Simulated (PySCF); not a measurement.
# C3SH4 in PySCF: a series of runs

The runs below take C3SH4 through atomic charges, with PBE, M06-2X.

All numbers are computed with PySCF 2.14.0; they aren't measurements. Logs are shortened: lines on timing, memory, paths and dates and some standing lists are left out, and cuts for length are marked.

### 1 The molecule as given

The cell holds a molecule in a box, 8 atoms: a = 13.000 Å, b = 13.000 Å, c = 11.000 Å, α = 90.00°, β = 90.00°, γ = 90.00°.

### 2 Atomic charges, PBE

Contents of run.py:

```python
import json
import numpy as np
from pyscf.pbc import gto, scf, dft, df

cell = gto.Cell()
cell.basis = 'def2-svp'
cell.fromfile('H4C3S.xyz')
cell.exp_to_discard = 0
cell.precision = 1e-08
cell.max_memory = 2520  # MB
cell.verbose = 4
cell.build()

res = {}
kpts = cell.make_kpts([1, 1, 1])
mf = dft.KRKS(cell, kpts, xc='pbe')
mf = mf.density_fit()
mf.with_df._cderi_to_save = 'cderi.h5'
mf.with_df.build(j_only=False)
mf.conv_tol = 1e-07
mf.max_cycle = 60

mf.kernel()
res.update(converged=bool(mf.converged), e_tot=mf.e_tot, nelec=cell.nelectron, nao=cell.nao, mesh=list(map(int, cell.mesh)), a=cell.lattice_vectors().tolist(), coords=cell.atom_coords().tolist(),
           mo_energy=[np.real(x).tolist() for x in mf.mo_energy], mo_occ=[np.real(x).tolist() for x in mf.mo_occ])
res.update(kpts=cell.get_scaled_kpts(kpts).tolist())
res['parts'] = {k: float(np.real(v)) for k, v in mf.scf_summary.items() if np.isscalar(v)}
json.dump(res, open('results.json', 'w'))
if not mf.converged:
    raise SystemExit('SCF not converged')

print('levels (eV)')
for i, kp in enumerate(res['kpts'][:40]):
    print('k %7.4f %7.4f %7.4f  ' % tuple(kp), ' '.join('%.3f' % (x * 27.211386) for x in res['mo_energy'][i][:24]))

# Mulliken populations
dm, s = np.asarray(mf.make_rdm1()), np.asarray(mf.get_ovlp())
sites = cell.aoslice_by_atom()[:, 2:]
tot = np.einsum('kij,kji->i', dm, s).real / len(kpts)
res['mulliken'] = [cell.atom_charge(i) - tot[a0:a1].sum() for i, (a0, a1) in enumerate(sites)]
print('Mulliken charges', np.round(res['mulliken'], 5))
res['meta_lowdin'] = mf.mulliken_meta()[1].tolist()

# density on a uniform mesh
grids = dft.gen_grid.UniformGrids(cell)
grids.mesh = [67, 67, 57]
grids.build()
ni = dft.numint.KNumInt()
rho = [ni.get_rho(cell, x, grids, kpts) for x in [dm]]
np.save('rho.npy', np.reshape(rho, (-1, *grids.mesh)))
res['done'] = True
json.dump(res, open('results.json', 'w'))
```

Contents of H4C3S.xyz:

```xyz
8
Lattice="13.0000000000 0.0000000000 0.0000000000 0.0000000000 13.0000000000 0.0000000000 0.0000000000 0.0000000000 11.0000000000" Properties=species:S:1:pos:R:3 pbc="T T T"
C      5.5894499700      7.6497500300      5.4875499800
C      5.7630500200      6.2235500600      5.9181500400
C      6.8780500100      5.5547499800      5.8154499700
S      8.2125500600      4.7669499800      5.6883500300
H      4.8134499400      7.7309499800      4.7214500300
H      5.2878499700      8.2750500300      6.3324499700
H      6.5156500500      8.0528500000      5.0786499500
H      4.9141500200      5.6956499600      6.3465499900
```

Potentials or basis: def2-svp (all-electron).

Launch:

```console
> OMP_NUM_THREADS=2 python -u run.py > log
```

The log of the run:

```text
Discarded 0 diffused primitive functions, 0 contracted functions

******** <class 'pyscf.pbc.df.df.GDF'> ********
auxbasis = def2-universal-jfit
exp_to_discard = 0
len(kpts) = 1
Drop 0 primitive fitting functions
make aux basis, num shells = 82, num cGTOs = 242
auxcell.rcut 16.863389838460062

******** <class 'pyscf.pbc.df.rsdf_builder._RSGDFBuilder'> ********
mesh = [35 35 31] (37975 PWs)
ke_cutoff = 9.452422932166318
omega = 0.37301789494618537
exclude_d_aux = True
exclude_dd_block = True
j2c_eig_always = False
has_long_range = True

******** <class 'pyscf.pbc.dft.krks.KRKS'> ********
method = KRKS
initial guess = minao
damping factor = 0
level_shift factor = 0
DIIS = <class 'pyscf.scf.diis.CDIIS'>
diis_start_cycle = 1
diis_space = 8
diis_damp = 0
SCF conv_tol = 1e-07
SCF conv_tol_grad = None
SCF max_cycles = 60
direct_scf = True
direct_scf_tol = 1e-13

******** PBC SCF flags ********
N kpts = 1
Exchange divergence treatment (exxdiv) = ewald
    madelung (= occupied orbital energy shift) = 0.12095704282831034
    Total energy shift due to Ewald probe charge = -1/2 * Nelec*madelung = -2.29818381374
DF object = <pyscf.pbc.df.df.GDF object>
XC functionals = pbe
small_rho_cutoff = 0
radial grids:
    Treutler-Ahlrichs [JCP 102, 346 (1995); DOI:10.1063/1.469408] (M4) radial grids

becke partition: Becke, JCP 88, 2547 (1988); DOI:10.1063/1.454033
pruning grids: <function nwchem_prune>
grids dens level: 3
symmetrized grids: False
atomic radii adjust function: <function treutler_atomic_radii_adjust>
Set gradient conv threshold to 0.000316228

******** <class 'pyscf.pbc.df.rsdf_builder._RSNucBuilder'> ********
mesh = [45 45 39] (78975 PWs)
ke_cutoff = 15.830355360444626
omega = 0.5009322609352015
exclude_d_aux = False
exclude_dd_block = True
j2c_eig_always = False
has_long_range = True
tot grids = 100466
cell vol = 12545.1538  sum(weights) = 12703.7365
nelec by numeric integration = 38.000001328771745
init E= -514.835570227463
  HOMO = -0.227890070778  LUMO = -0.125828035232  gap/eV = 2.77725
nelec by numeric integration = 38.00000269632734
cycle= 1 E= -514.291508527235  delta_E= 0.544  |g|= 0.377  |ddm|= 3.14
  HOMO = -0.135046120951  LUMO = -0.0660138552745  gap/eV = 1.87846
nelec by numeric integration = 38.00000480468829
cycle= 2 E= -514.156692982496  delta_E= 0.135  |g|= 0.75  |ddm|= 1.12
  HOMO = -0.161291382909  LUMO = -0.0756409276931  gap/eV = 2.33067
nelec by numeric integration = 38.00000322944657
cycle= 3 E= -514.315748760762  delta_E= -0.159  |g|= 0.213  |ddm|= 1.01
  HOMO = -0.171470275385  LUMO = -0.0869919741699  gap/eV = 2.29877
nelec by numeric integration = 38.00000359840166
cycle= 4 E= -514.331428916872  delta_E= -0.0157  |g|= 0.0576  |ddm|= 0.317
  HOMO = -0.174116797991  LUMO = -0.0923687167334  gap/eV = 2.22448
nelec by numeric integration = 38.000003374806155
cycle= 5 E= -514.331928616317  delta_E= -0.0005  |g|= 0.0383  |ddm|= 0.0838
  HOMO = -0.173536060665  LUMO = -0.0898224084767  gap/eV = 2.27796
nelec by numeric integration = 38.00000346071562
cycle= 6 E= -514.332316787467  delta_E= -0.000388  |g|= 0.00977  |ddm|= 0.0417
  HOMO = -0.173004287289  LUMO = -0.0896817633549  gap/eV = 2.26732
nelec by numeric integration = 38.00000345921808
cycle= 7 E= -514.332340518762  delta_E= -2.37e-05  |g|= 0.00137  |ddm|= 0.00978
  HOMO = -0.173143844721  LUMO = -0.0898162206423  gap/eV = 2.26746
nelec by numeric integration = 38.00000345894051
cycle= 8 E= -514.332341072877  delta_E= -5.54e-07  |g|= 0.00019  |ddm|= 0.00206
  HOMO = -0.173137775661  LUMO = -0.0898116352392  gap/eV = 2.26742
nelec by numeric integration = 38.00000345845143
cycle= 9 E= -514.33234108523  delta_E= -1.24e-08  |g|= 3.89e-05  |ddm|= 0.000321
  HOMO = -0.173136534411  LUMO = -0.0898095869933  gap/eV = 2.26744
nelec by numeric integration = 38.00000345869107
Extra cycle  E= -514.332341084529  delta_E= 7.01e-10  |g|= 5.95e-05  |ddm|= 0.000136
converged SCF energy = -514.332341084529
levels (eV)
k  0.0000  0.0000  0.0000   -2395.350 -270.628 -269.342 -269.237 -208.794 -155.087 -155.066 -154.855 -20.142 -18.527 -16.025 -12.172 -10.603 -9.994 -9.969 -8.905 -7.990 -7.386 -4.711 -2.444 0.223 1.837 2.512 2.822
Mulliken charges [ 0.02888 -0.31522  0.15854 -0.05559  0.04394  0.04396  0.03362  0.06187]
 ** Mulliken pop on meta-lowdin orthogonal AOs **
 ** Mulliken pop  **
pop of  0 C 1s            1.99981
pop of  0 C 2s            1.00435
pop of  0 C 3s            0.00459
pop of  0 C 2px           1.12952
pop of  0 C 2py           1.01464
pop of  0 C 2pz           1.11361
pop of  0 C 3px           0.00434
pop of  0 C 3py           0.00439
pop of  0 C 3pz           0.00407
pop of  0 C 3dxy          0.00034
pop of  0 C 3dyz          0.00093
pop of  0 C 3dz^2         0.00053
pop of  0 C 3dxz          0.00106
pop of  0 C 3dx2-y2       0.00091
pop of  1 C 1s            1.99982
pop of  1 C 2s            0.94802
pop of  1 C 3s            0.00534
pop of  1 C 2px           1.06656
pop of  1 C 2py           1.02920
pop of  1 C 2pz           1.13230
pop of  1 C 3px           0.00682
pop of  1 C 3py           0.00545
pop of  1 C 3pz           0.00440
pop of  1 C 3dxy          0.00140
pop of  1 C 3dyz          0.00078
pop of  1 C 3dz^2         0.00086
pop of  1 C 3dxz          0.00083
pop of  1 C 3dx2-y2       0.00070
pop of  2 C 1s            1.99984
pop of  2 C 2s            1.01443
pop of  2 C 3s            0.00894
pop of  2 C 2px           1.04247
pop of  2 C 2py           0.90409
pop of  2 C 2pz           1.05061
pop of  2 C 3px           0.00848
pop of  2 C 3py           0.00438
pop of  2 C 3pz           0.00108
pop of  2 C 3dxy          0.00261
pop of  2 C 3dyz          0.00067
pop of  2 C 3dz^2         0.00115
pop of  2 C 3dxz          0.00194
pop of  2 C 3dx2-y2       0.00216
pop of  3 S 1s            1.99999
pop of  3 S 2s            1.99977
pop of  3 S 3s            1.74379
pop of  3 S 4s            0.01084
pop of  3 S 2px           1.99982
pop of  3 S 2py           1.99983
pop of  3 S 2pz           1.99988
pop of  3 S 3px           1.20167
pop of  3 S 3py           1.29460
pop of  3 S 3pz           1.66590
pop of  3 S 4px           0.00840
pop of  3 S 4py           0.00406
pop of  3 S 4pz           0.00224
pop of  3 S 3dxy          0.00679
pop of  3 S 3dyz          0.00172
pop of  3 S 3dz^2         0.00231
pop of  3 S 3dxz          0.00480
pop of  3 S 3dx2-y2       0.00675
pop of  4 H 1s            0.87785
pop of  4 H 2s            0.00736
pop of  4 H 2px           0.00048
pop of  4 H 2py           0.00009
pop of  4 H 2pz           0.00049
pop of  5 H 1s            0.87787
pop of  5 H 2s            0.00736
pop of  5 H 2px           0.00011
pop of  5 H 2py           0.00038
pop of  5 H 2pz           0.00057
pop of  6 H 1s            0.87710
pop of  6 H 2s            0.00766
pop of  6 H 2px           0.00064
pop of  6 H 2py           0.00020
pop of  6 H 2pz           0.00019
pop of  7 H 1s            0.84920
pop of  7 H 2s            0.00911
pop of  7 H 2px           0.00071
pop of  7 H 2py           0.00040
pop of  7 H 2pz           0.00063
 ** Mulliken atomic charges  **
charge of    0C =     -0.28308
charge of    1C =     -0.20249
charge of    2C =     -0.04285
charge of    3S =      0.04682
charge of    4H =      0.11373
charge of    5H =      0.11372
charge of    6H =      0.11420
charge of    7H =      0.13995
```

Wall time 38 s (2 threads of Intel Xeon at 2.50GHz (Skylake/Cascade Lake), shared host); peak memory 1.9 GiB.

What came out:

```
Free energy                     : -13995.6960 eV
Gap between the frontier levels : 2.27 eV
Meta-löwdin charges             : C -0.28, -0.20, -0.04; S +0.05; H +0.11, +0.14 e
```

Levels at points of the mesh, in eV from the valence-band top:
| k point | band 15 | band 16 | band 17 | band 18 | band 19 | band 20 | band 21 | band 22 | band 23 | band 24 |
| --- | --- | --- | --- | --- | --- | --- | --- | --- | --- | --- |
| (0.00, 0.00, 0.00) | -5.26 | -4.19 | -3.28 | -2.67 | 0.00 | 2.27 | 4.93 | 6.55 | 7.22 | 7.53 |

Caveat: this is a molecule in a periodic box at the Γ point, so its band gap is the HOMO-LUMO gap; population charges move with the basis; the basis of atomic orbitals isn't converged, which shifts pressures, moduli and gaps.

### 3 Atomic charges, M06-2X

Changes to run.py since step 2:

```diff
@@ -15,6 +15,5 @@
 kpts = cell.make_kpts([1, 1, 1])
-mf = dft.KRKS(cell, kpts, xc='pbe')
+mf = dft.KRKS(cell, kpts, xc='m062x', exxdiv='ewald')
 mf = mf.density_fit()
-mf.with_df._cderi_to_save = 'cderi.h5'
-mf.with_df.build(j_only=False)
+mf.with_df._cderi = 'cderi.h5'  # three-centre integrals saved by an earlier run on this cell, basis and mesh
 mf.conv_tol = 1e-07
@@ -42,10 +41,2 @@
 res['meta_lowdin'] = mf.mulliken_meta()[1].tolist()
-
-# density on a uniform mesh
-grids = dft.gen_grid.UniformGrids(cell)
-grids.mesh = [67, 67, 57]
-grids.build()
-ni = dft.numint.KNumInt()
-rho = [ni.get_rho(cell, x, grids, kpts) for x in [dm]]
-np.save('rho.npy', np.reshape(rho, (-1, *grids.mesh)))
 res['done'] = True
```

H4C3S.xyz is that of step 2.

Potentials or basis: def2-svp (all-electron).

Launch:

```console
> OMP_NUM_THREADS=2 python -u run.py > log
```

Run time: 30 s. Hardware: 2 threads of Intel Xeon at 2.50GHz (Skylake/Cascade Lake), shared host; peak memory 1.9 GiB.

The run converged. Its results:

| Item | Value |
| --- | --- |
| Free energy | -13969.1994 eV |
| Gap between the frontier levels | 6.31 eV |
| Meta-löwdin charges | C -0.27, -0.20, -0.04; S +0.05; H +0.11, +0.14 e |

Levels at points of the mesh, in eV from the valence-band top:
```tsv
k point	band 16	band 17	band 18	band 19	band 20	band 21	band 22	band 23
(0.00, 0.00, 0.00)	-4.96	-3.98	-2.79	0.00	6.31	8.96	10.38	11.14
```

Caveat: this is a molecule in a periodic box at the Γ point, so its band gap is the HOMO-LUMO gap; population charges move with the basis; the basis of atomic orbitals isn't converged, which shifts pressures, moduli and gaps.
